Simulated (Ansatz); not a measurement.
**SnBH₄ radical (SMILES [BH2][SnH2]): single points off equilibrium**

The atoms stand at a structure displaced at random from a GFN2-xTB minimum. How far do the functionals agree with CCSD(T) there?

Method: single points in def2-TZVPP; program: Ansatz 0.2.0, Gaussian basis.

Cores are frozen in the correlated methods. Filled d shells of the heavier atoms are correlated. Core potentials replace the inner electrons past krypton, and spin-orbit coupling is left out. Orbitals are unrestricted.

## Step 1: The system as given

6 atoms, charge 0, spin multiplicity 2.

Atoms are counted from 1 here; the program's logs count them from 0.

Bond lengths: B1–Sn2 2.234 Å, B1–H3 1.110 Å, B1–H4 1.166 Å, Sn2–H5 1.647 Å, Sn2–H6 1.677 Å. Angles: Sn2–B1–H3 116.9°, Sn2–B1–H4 116.2°, H3–B1–H4 124.5°, B1–Sn2–H5 122.9°, B1–Sn2–H6 121.2°, H5–Sn2–H6 99.6°.

Coordinates:

```
B    -0.0159   -1.2408    0.1600
Sn    0.2250    0.9700   -0.0487
H    -0.2515   -1.6269    1.1734
H     0.4080   -1.8895   -0.7119
H     0.0946    1.7525   -1.4926
H    -0.6320    2.0343    0.9243
```

## Step 2: CCSD(T)/def2-TZVPP

The input, run/in.yaml:

```yaml
crystal:
  periodic: [false, false, false]
  atoms:
    - {symbol: B, position_ang: [-0.015900, -1.240800, 0.160000]}
    - {symbol: Sn, position_ang: [0.225000, 0.970000, -0.048700]}
    - {symbol: H, position_ang: [-0.251500, -1.626900, 1.173400]}
    - {symbol: H, position_ang: [0.408000, -1.889500, -0.711900]}
    - {symbol: H, position_ang: [0.094600, 1.752500, -1.492600]}
    - {symbol: H, position_ang: [-0.632000, 2.034300, 0.924300]}
basis:
  gaussian: {orbitals: def2-TZVPP}
magnetization: {spin_polarized: true, initial_magnetization: 1}
correlation: {method: ccsd_t}
scf: {omitted_lower_state_checks: [cluster_reference]}
output: {forces: true}
```

No record of the launch command was kept for these runs.

## Step 3: PBE0-D4/def2-TZVPP

run/in.yaml, as its differences from that of step 2:

```diff
@@ -12,4 +12,3 @@
 magnetization: {spin_polarized: true, initial_magnetization: 1}
-correlation: {method: ccsd_t}
-scf: {omitted_lower_state_checks: [cluster_reference]}
-output: {forces: true}
+hamiltonian: {xc: pbe0, dispersion: d4}
+output: {forces: true, orbitals: {seedname: orbitals}}
```

## Step 4: wB97M-V/def2-TZVPP

run/in.yaml, as its differences from that of step 3:

```diff
@@ -12,3 +12,3 @@
 magnetization: {spin_polarized: true, initial_magnetization: 1}
-hamiltonian: {xc: pbe0, dispersion: d4}
-output: {forces: true, orbitals: {seedname: orbitals}}
+hamiltonian: {xc: {name: wB97M-V}}
+output: {forces: true}
```

## Step 5: r2SCAN-D4/def2-TZVPP

run/in.yaml, as its differences from that of step 4:

```diff
@@ -12,3 +12,3 @@
 magnetization: {spin_polarized: true, initial_magnetization: 1}
-hamiltonian: {xc: {name: wB97M-V}}
+hamiltonian: {xc: r2scan, dispersion: d4}
 output: {forces: true}
```

## Step 6: PBE-D4/def2-TZVPP

run/in.yaml, as its differences from that of step 5:

```diff
@@ -12,3 +12,3 @@
 magnetization: {spin_polarized: true, initial_magnetization: 1}
-hamiltonian: {xc: r2scan, dispersion: d4}
+hamiltonian: {xc: pbe, dispersion: d4}
 output: {forces: true}
```

## Step 7: SPW92/def2-TZVPP

run/in.yaml, as its differences from that of step 6:

```diff
@@ -12,3 +12,3 @@
 magnetization: {spin_polarized: true, initial_magnetization: 1}
-hamiltonian: {xc: pbe, dispersion: d4}
+hamiltonian: {xc: lda}
 output: {forces: true}
```

## Step 8: wB97X-V/def2-TZVPP

run/in.yaml, as its differences from that of step 7:

```diff
@@ -12,3 +12,3 @@
 magnetization: {spin_polarized: true, initial_magnetization: 1}
-hamiltonian: {xc: lda}
+hamiltonian: {xc: {name: wB97X-V}}
 output: {forces: true}
```

(Steps that only read results are left out.)

What does the calculation give? Wanted: energy less free atoms, CCSD(T)/def2-TZVPP; RMS force component; RMS force error; HOMO and LUMO, PBE0-D4; T1 diagnostic.

The runs gave:

```
                                  quantity                                                                                         value
energy less free atoms, CCSD(T)/def2-TZVPP                                                                                -1445.3 kJ/mol
                       RMS force component                                                          0.895 to 1.049 eV/Å over the methods
                           RMS force error  PBE0-D4 0.084, wB97M-V 0.057, r2SCAN-D4 0.084, PBE-D4 0.166, SPW92 0.181, wB97X-V 0.050 eV/Å
                    HOMO and LUMO, PBE0-D4                                                                            -6.08 and -3.32 eV
                             T1 diagnostic                                                                                         0.020
```

What this shows: Against CCSD(T) the functionals' energies less atoms differ by -211.1 to -21.4 kJ/mol, PBE-D4 by -26.3 kJ/mol. The reference is not at the basis limit: in triple zeta CCSD(T) underbinds, which counts against methods that bind more; the gaps are no ranking. The forces of wB97X-V come nearest to CCSD(T), those of SPW92 are farthest. Frozen-core CCSD(T) forces in triple zeta carry basis errors of their own, and this is one geometry, so small gaps rank nothing.
